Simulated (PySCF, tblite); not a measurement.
# B3ClH5N3, a small molecule taken as a stand-in for a surface group (BN ring, B site): NMR shifts, core binding energies and electronic excitations

Wanted: the NMR shifts, core binding energies and electronic excitations for `ClB1NBNBN1`.

Programs: tblite 0.8.0 and PySCF 2.14.0. All values are calculated, for the isolated system unless a continuum is named. Atoms count from 0, parts from 1.

### 1 The system as given

12 atoms, charge 0, multiplicity 1; geometry: distance geometry start.

### 2 Geometry optimisation with GFN2-xTB

The job: settings as JSON, then the geometry in Å.

```
{"job": {"kind": "relax", "xc": "GFN2-xTB", "basis": "xTB"}, "charge": 0, "multiplicity": 1}
N      1.467895     0.204417    -0.519159
B      0.960487    -1.114892     0.038246
N     -0.488492    -1.410615    -0.319635
B     -1.395971    -0.184842    -0.147736
N     -0.880088     1.237744    -0.407013
B      0.557938     1.233854     0.147234
Cl     0.649919     1.167018     2.016921
H      2.446489     0.380335    -0.358348
H      1.267910    -1.357770     1.158343
H     -0.589865    -1.717515    -1.316093
H     -2.516035    -0.362867    -0.420585
H     -1.418467     1.947884     0.173794
```

With the program's defaults for keys left out, this is: GFN2-xTB geometry optimisation, gas phase.

On the command line:

```console
$ OMP_NUM_THREADS=1 python cluster_run.py task.json out
```

The driver reads the jobs from task.json and runs them one after another.

What it wrote:

```text
step      E/eV     max force
  0    -534.09730    3.897
  1    -534.79448    2.687
  2    -535.48411    2.413
  3    -535.65743    1.343
  4    -535.85149    0.984
  5    -535.97718    1.128
  6    -536.18313    1.350
  7    -536.37331    1.615
  8    -536.65518    1.644
  9    -536.93635    1.446
 10    -537.19252    1.656
 11    -537.44995    1.512
 12    -537.65698    1.818
 13    -537.87695    1.726
 14    -538.06462    1.505
 15    -538.26959    1.094
 16    -538.40112    0.936
 17    -538.50328    1.250
 18    -538.60364    1.212
 19    -538.67247    0.868
 20    -538.71880    0.482
 21    -538.75477    0.403
 22    -538.77334    0.431
 23    -538.79409    0.496
 24    -538.80901    0.460
 25    -538.82539    0.303
 26    -538.83693    0.299
 27    -538.84516    0.285
 28    -538.85248    0.226
 29    -538.85964    0.195
 30    -538.86528    0.220
 31    -538.86963    0.218
 32    -538.87393    0.184
 33    -538.87951    0.214
 34    -538.88602    0.216
 35    -538.89145    0.160
 36    -538.89523    0.158
 37    -538.89780    0.135
 38    -538.89986    0.110
 39    -538.90142    0.099
 40    -538.90249    0.095
 41    -538.90333    0.085
 42    -538.90407    0.076
 43    -538.90460    0.055
 44    -538.90489    0.039
 45    -538.90504    0.030
 46    -538.90516    0.033
 47    -538.90528    0.032
 48    -538.90539    0.026
 49    -538.90547    0.021
 50    -538.90551    0.013
 51    -538.90554    0.011
 52    -538.90556    0.011
 53    -538.90558    0.015
 54    -538.90562    0.020
 55    -538.90566    0.022
 56    -538.90569    0.017
 57    -538.90571    0.011
 58    -538.90572    0.012
 59    -538.90574    0.010
 60    -538.90575    0.009
 61    -538.90576    0.008
 62    -538.90577    0.009
 63    -538.90578    0.008
```

It took 1.4 s on 1 thread of Arm Neoverse V1, shared host.

Along the way:

```tsv
step	energy from step 0 (eV)	largest force (eV/Å)
0	0.0000	3.8965
2	-1.3868	2.4127
4	-1.7542	0.9839
6	-2.0858	1.3500
8	-2.5579	1.6440
10	-3.0952	1.6563
12	-3.5597	1.8179
14	-3.9673	1.5043
16	-4.3038	0.9356
18	-4.5063	1.2118
20	-4.6215	0.4821
22	-4.6760	0.4310
24	-4.7117	0.4604
26	-4.7396	0.2986
28	-4.7552	0.2266
30	-4.7680	0.2196
32	-4.7766	0.1839
34	-4.7887	0.2164
36	-4.7979	0.1581
38	-4.8026	0.1103
40	-4.8052	0.0956
42	-4.8068	0.0756
44	-4.8076	0.0388
46	-4.8079	0.0335
48	-4.8081	0.0257
50	-4.8082	0.0134
52	-4.8083	0.0114
54	-4.8083	0.0202
56	-4.8084	0.0168
58	-4.8084	0.0122
60	-4.8084	0.0094
62	-4.8085	0.0090
63	-4.8085	0.0073
```

Distances of close pairs at the start and the end, largest changes first:

```tsv
bond	before (Å)	after (Å)	change (Å)
N4–B5	1.541	1.413	-0.128
B5–Cl6	1.873	1.748	-0.125
N2–B3	1.535	1.416	-0.119
N0–B5	1.527	1.413	-0.114
B3–N4	1.535	1.421	-0.114
B1–N2	1.522	1.416	-0.105
N0–B1	1.519	1.421	-0.098
N4–H11	1.064	1.009	-0.055
```

### 3 Relaxing the molecule at PBE0-D3(BJ)/def2-SVP

The job: settings as JSON, then the geometry in Å.

```
{"job": {"xc": "PBE0", "basis": "def2-SVP", "d3": "d3bj", "grid": 2, "kind": "geom", "shake": 0.01}, "charge": 0, "multiplicity": 1}
N      1.352399     0.061710     0.353163
B      0.884516    -1.153771    -0.196418
N     -0.497634    -1.239629    -0.559653
B     -1.368062    -0.173062    -0.399358
N     -0.900798     1.029273     0.140299
B      0.452312     1.186356     0.523582
Cl     1.045446     2.685643     1.197768
H      2.315352     0.192300     0.609605
H      1.627316    -2.041266    -0.315851
H     -0.815264    -2.108463    -0.927999
H     -2.536098    -0.282080    -0.691169
H     -1.520993     1.815403     0.283032
```

What it wrote:

```text
step   0  E = -701.56715743  max force = 0.036292
step   1  E = -701.57163279  max force = 0.013500
step   2  E = -701.57190377  max force = 0.004727
step   3  E = -701.57189488  max force = 0.004062
step   4  E = -701.57195934  max force = 0.001193
step   5  E = -701.57195997  max force = 0.000611
step   6  E = -701.57196303  max force = 0.000204
optimisation converged
```

It took 57 s on 1 thread of Arm Neoverse V1, shared host; peak memory 0.67 GiB.

Along the way:

```tsv
step	energy from step 0 (eV)	largest force component (eV/Å)
0	0.0000	1.8662
1	-0.1218	0.6942
2	-0.1292	0.2431
3	-0.1289	0.2089
4	-0.1307	0.0613
5	-0.1307	0.0314
6	-0.1308	0.0105
```

Close pairs (by a distance rule), those that changed most:

```tsv
bond	before (Å)	after (Å)	change (Å)
B1–H8	1.163	1.208	+0.045
N2–B3	1.386	1.426	+0.041
B5–Cl6	1.748	1.781	+0.033
N0–B5	1.451	1.421	-0.030
B3–N4	1.398	1.428	+0.029
N2–H9	0.996	1.011	+0.016
N0–B1	1.414	1.428	+0.014
N0–H7	1.005	1.012	+0.007
```

The end geometry stands in the next job.

```tsv
at the end point	value
point group (found at 0.08 Å tolerance)	C2v
rotational constants (GHz, main isotopes)	5.266, 1.470, 1.149
dipole moment (D)	1.23
```

### 4 Nuclear shieldings: PBE0/pcSseg-1

The job: settings as JSON, then the geometry in Å.

```
{"job": {"kind": "nmr", "xc": "PBE0", "basis": "pcSseg-1"}, "charge": 0, "multiplicity": 1}
N      1.433383     0.209317     0.607218
B      0.980412    -1.033803     0.070402
N     -0.396379    -1.130805    -0.289453
B     -1.314969    -0.050848    -0.132286
N     -0.808218     1.169447     0.408458
B      0.555738     1.313262     0.780825
Cl     1.154379     2.850008     1.452697
H      2.404534     0.310791     0.871978
H      1.737933    -1.964293    -0.071799
H     -0.736612    -2.003409    -0.670947
H     -2.477217    -0.159804    -0.443657
H     -1.433853     1.954653     0.533048
```

Level: GIAO PBE0/pcSseg-1 NMR shielding, non-relativistic, gas phase.

What it wrote:

```text
coarse grid: 11168 points
cycle   1  E = -701.7415277939  dE =  9.599e-01  |g| = 5.196e-01  |ddm| = 3.066e+00
cycle   2  E = -701.7134345972  dE =  2.809e-02  |g| = 6.568e-01  |ddm| = 7.747e-01
cycle   3  E = -701.8031062438  dE = -8.967e-02  |g| = 5.763e-02  |ddm| = 4.240e-01
cycle   4  E = -701.8038045298  dE = -6.983e-04  |g| = 2.384e-02  |ddm| = 7.024e-02
cycle   5  E = -701.8039126528  dE = -1.081e-04  |g| = 4.624e-03  |ddm| = 2.118e-02
cycle   6  E = -701.8039168196  dE = -4.167e-06  |g| = 2.069e-03  |ddm| = 4.716e-03
final grid: 105208 points
cycle   7  E = -701.8311604876  dE = -3.247e-05  |g| = 9.041e-03  |ddm| = 2.024e-02
cycle   8  E = -701.8311462879  dE =  1.420e-05  |g| = 1.230e-02  |ddm| = 1.255e-02
cycle   9  E = -701.8311770545  dE = -3.077e-05  |g| = 7.357e-04  |ddm| = 7.131e-03
cycle  10  E = -701.8311771422  dE = -8.766e-08  |g| = 2.671e-04  |ddm| = 7.806e-04
cycle  11  E = -701.8311771582  dE = -1.604e-08  |g| = 8.018e-05  |ddm| = 2.354e-04
cycle  12  E = -701.8311771595  dE = -1.268e-09  |g| = 2.129e-05  |ddm| = 5.746e-05
cycle  13  E = -701.8311771596  dE = -9.459e-11  |g| = 6.397e-06  |ddm| = 1.875e-05
converged SCF energy = -701.8311771596

GIAO shielding tensors (ppm)
atom      isotropic    diamagn.    paramagn.     s11        s22        s33       span
  0 N      124.825     323.773    -198.947      2.041    158.220    214.215    212.174
  1 B       72.539     195.738    -123.199     46.008     58.137    113.472     67.463
  2 N      122.068     324.123    -202.055    -20.993    152.077    235.120    256.114
  3 B       72.538     195.836    -123.297     46.004     58.138    113.473     67.469
  4 N      124.831     323.922    -199.091      2.059    158.220    214.212    212.154
  5 B       72.262     194.192    -121.930     51.611     68.656     96.519     44.908
  6 Cl     876.634    1147.721    -271.086    739.469    889.297   1001.137    261.668
  7 H       25.903      30.061      -4.158     20.574     27.133     30.002      9.428
  8 H       26.529      28.848      -2.318     23.704     26.819     29.066      5.362
  9 H       25.671      30.784      -5.112     21.532     25.143     30.339      8.807
 10 H       26.530      28.999      -2.469     23.705     26.821     29.065      5.360
 11 H       25.904      30.286      -4.382     20.575     27.135     30.001      9.426
```

It took 19 s on 1 thread of Arm Neoverse V1, shared host; peak memory 0.85 GiB.

The references, computed at this level on geometries of the same kind, shield at (ppm): 1H TMS 31.27, 15N NH3 265.7, 11B BF3·OEt2 100.7, 35Cl HCl 943. Their shielding less the atom's gives the shift. The references are single molecules in the gas phase, so shifts against H2O, NH3, PH3, H3PO4 or CFCl3 are not on the usual liquid scales and can be off by tens of ppm. Atoms listed in one row are averaged.

```tsv
atoms	environment	σ (ppm)	δ (ppm)
H9	hydrogen on a nitrogen bonded to 2 B	25.67	5.60
H7, H11	hydrogen on a nitrogen bonded to 2 B	25.90	5.36
H8, H10	hydrogen on a boron bonded to 2 N	26.53	4.74
N2	nitrogen bonded to 2 B, H	122.1	143.6
N0, N4	nitrogen bonded to 2 B, H	124.8	140.8
B5	boron bonded to Cl, 2 N	72.3	28.5
B1, B3	boron bonded to 2 N, H	72.5	28.2
Cl6	chlorine bonded to B	877	67
```

The run also stored atomic charges by several schemes (e):

```tsv
atoms	Mulliken	IAO	Hirshfeld	ESP fit
N0, N4	-0.52	-0.47	-0.23	-0.43
B1, B3	0.34	0.19	0.17	0.35
N2	-0.54	-0.45	-0.22	-0.55
B5	0.50	0.29	0.20	0.30
Cl6	-0.29	-0.14	-0.12	-0.21
```

Mayer bond orders: N0–B1 1.14, B1–N2 1.17, N2–B3 1.17, B3–N4 1.14, N4–B5 1.18, B5–Cl6 1.02, B5–N0 1.18.

Ring of atoms N0, B1, N2, B3, N4, B5: NICS(0) -3.2, NICS(1) -3.3, NICS(1)zz -4.9 ppm (means of both faces).

The fields below are evaluated on a grid from the run's orbitals.

Frontier orbitals at PBE0/pcSseg-1, with the share of their density that lies nearest to each atom:

```tsv
orbital	energy (eV)	lies on
HOMO	-8.18	N2 33 %; Cl6 24 %; N0, N4 about 13 % each
LUMO	0.14	B1, B3 about 28 % each; H8, H10 about 10 % each; N0, N4 about 8 % each
```

ELF in a plane through or near 12 of the atoms.

Ten even steps from '0' (0.00) to '9' (1.00):
```
0000000000000000000000000000
0000000000000000000000000000
0000000001220000000000000000
0000000069997000220000000000
0000000299998005995000000000
0000000399998228997000000000
0000000049994468993013420000
0000000001338678550168863000
0000004544752575862588984100
0000069998465015156836285100
0000069998355014235837385100
0000004544761575962688984100
0000000001428677550168863000
0000000049995468993013420000
0000000399998228997000000000
0000000299998005995000000000
0000000059997000320000000000
0000000000220000000000000000
0000000000000000000000000000
0000000000000000000000000000
```
The map spans 11.5 Å across and 9.8 Å up, centred on the molecule. Atoms in the plane (x, y in Å): N0 (0.7, 1.2), B1 (-0.8, 1.3), N2 (-1.5, 0.0), B3 (-0.8, -1.3), N4 (0.7, -1.2), B5 (1.4, 0.0), Cl6 (3.2, 0.0), H7 (1.2, 2.1), H8 (-1.4, 2.3), H9 (-2.5, 0.0), H10 (-1.4, -2.3), H11 (1.2, -2.1).

On the surface of density 0.002 e/bohr³ the electrostatic potential runs, from the 1st to the 99th percentile, from -0.60 V near Cl6 to 1.79 V near H9.

(Part 1 of 2 ends here.)
